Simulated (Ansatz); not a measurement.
# F2H4OSi2: up Jacob's ladder to CCSD(T)

An exercise on one series of results from a longer session: the logs are not shown, and one member is left open.

Method: functionals in def2-TZVPP, the program's frozen cores in correlated methods; program: Ansatz 0.2.0, Gaussian basis.

Plan: LDA (SPW92), PBE-D4, revPBE-D4, BLYP-D4, r2SCAN-D4, B97M-V, PBE0-D4, B3LYP-D4, r2SCANh-D4, r2SCAN0-D4, HSE06-D4, BHLYP-D4, CAM-B3LYP-D4, LC-ωPBE, ωB97X-V, ωB97M-V, B2PLYP, PBE-QIDH; CCSD(T)/def2-SVP; CCSD(T)/def2-TZVPP; MP2/def2-QZVPP; extrapolation to the limit; RPA on PBE.

**The relaxed structure**

All runs share one geometry, relaxed beforehand with PBE0-D4 in a triple-zeta def2 set.

9 atoms, charge 0, spin multiplicity 1.

Atoms are counted from 1 here; the program's logs count them from 0.

Bond lengths: F1–Si2 1.593 Å, Si2–O3 1.622 Å, Si2–H6 1.477 Å, Si2–H7 1.476 Å, O3–Si4 1.622 Å, Si4–F5 1.593 Å, Si4–H8 1.476 Å, Si4–H9 1.477 Å. Angles: F1–Si2–O3 109.2°, F1–Si2–H6 107.6°, F1–Si2–H7 107.9°, O3–Si2–H6 110.1°, O3–Si2–H7 108.4°, H6–Si2–H7 113.4°, Si2–O3–Si4 153.0°, O3–Si4–F5 109.2°, O3–Si4–H8 108.4°, O3–Si4–H9 110.2°, F5–Si4–H8 107.9°, F5–Si4–H9 107.6°, H8–Si4–H9 113.4°.

Coordinates:

```
F     1.9739    0.5192    1.2576
Si    1.4693    0.5400   -0.2532
O     0.0646   -0.2635   -0.3576
Si   -1.4337   -0.6253    0.1463
F    -2.2218    0.7235    0.4580
H     1.2778    1.9521   -0.6415
H     2.4721   -0.1642   -1.0758
H    -2.1391   -1.3199   -0.9483
H    -1.3747   -1.4082    1.3973
```

The first run:

Input file in.yaml:

```yaml
crystal:
  periodic: [false, false, false]
  atoms:
    - {symbol: F, position_ang: [1.973904, 0.519235, 1.257575]}
    - {symbol: Si, position_ang: [1.469298, 0.539988, -0.253161]}
    - {symbol: O, position_ang: [0.064601, -0.263504, -0.357589]}
    - {symbol: Si, position_ang: [-1.433700, -0.625279, 0.146286]}
    - {symbol: F, position_ang: [-2.221760, 0.723479, 0.458018]}
    - {symbol: H, position_ang: [1.277784, 1.952088, -0.641452]}
    - {symbol: H, position_ang: [2.472051, -0.164242, -1.075795]}
    - {symbol: H, position_ang: [-2.139121, -1.319876, -0.948286]}
    - {symbol: H, position_ang: [-1.374655, -1.408192, 1.397303]}
basis:
  gaussian: {orbitals: def2-TZVPP}
hamiltonian: {xc: lda}
output: {orbitals: {seedname: orbitals}}
```

Among the steps run: LDA; PBE-D4 (GGA); revPBE-D4 (GGA); BLYP-D4 (GGA); r2SCAN-D4 (meta-GGA); B97M-V (meta-GGA); PBE0-D4 (hybrid); B3LYP-D4 (hybrid); r2SCANh-D4 (hybrid); r2SCAN0-D4 (hybrid); HSE06-D4 (hybrid); BHLYP-D4 (hybrid); CAM-B3LYP-D4 (range-separated); LC-ωPBE-D4 (range-separated; the results give it without D4); ωB97X-V (range-separated); ωB97M-V (range-separated); B2PLYP (double hybrid); PBE-QIDH (double hybrid).

One table of the session follows, with a row left open; its other results are not shown here.

It belongs to the step «Frontier levels by functional». 

```
  functional  HOMO (eV)  LUMO (eV)  gap (eV)
 LDA (SPW92)      -7.99      -0.80      7.19
      PBE-D4      -7.93      -0.53      7.40
   revPBE-D4      -7.89      -0.40      7.49
     BLYP-D4      -7.86      -0.40      7.46
   r2SCAN-D4          ?          ?         ?
      B97M-V      -8.39      -0.36      8.04
     PBE0-D4      -9.40       0.36      9.76
    B3LYP-D4      -9.20       0.13      9.33
  r2SCANh-D4      -8.84       0.23      9.07
  r2SCAN0-D4      -9.65       0.65     10.30
    HSE06-D4      -8.99      -0.01      8.98
    BHLYP-D4     -10.83       1.22     12.04
CAM-B3LYP-D4     -10.85       1.34     12.18
     LC-ωPBE     -12.20       2.58     14.78
     ωB97X-V     -11.86       2.41     14.27
     ωB97M-V     -11.69       2.06     13.75
```

**Question.** Estimate the row for r2SCAN-D4.

Worked estimate for «HOMO (eV)». Against the share of exact exchange, r2SCANh-D4 (0.1, -8.84), r2SCAN0-D4 (0.25, -9.65) give a slope of -5.40 per unit share; at 0 the line stands at -8.30.

**Answer.** HOMO (eV): -8.30; LUMO (eV): -0.07; gap (eV): 8.24. In «HOMO (eV)» the line misses by 0.00.
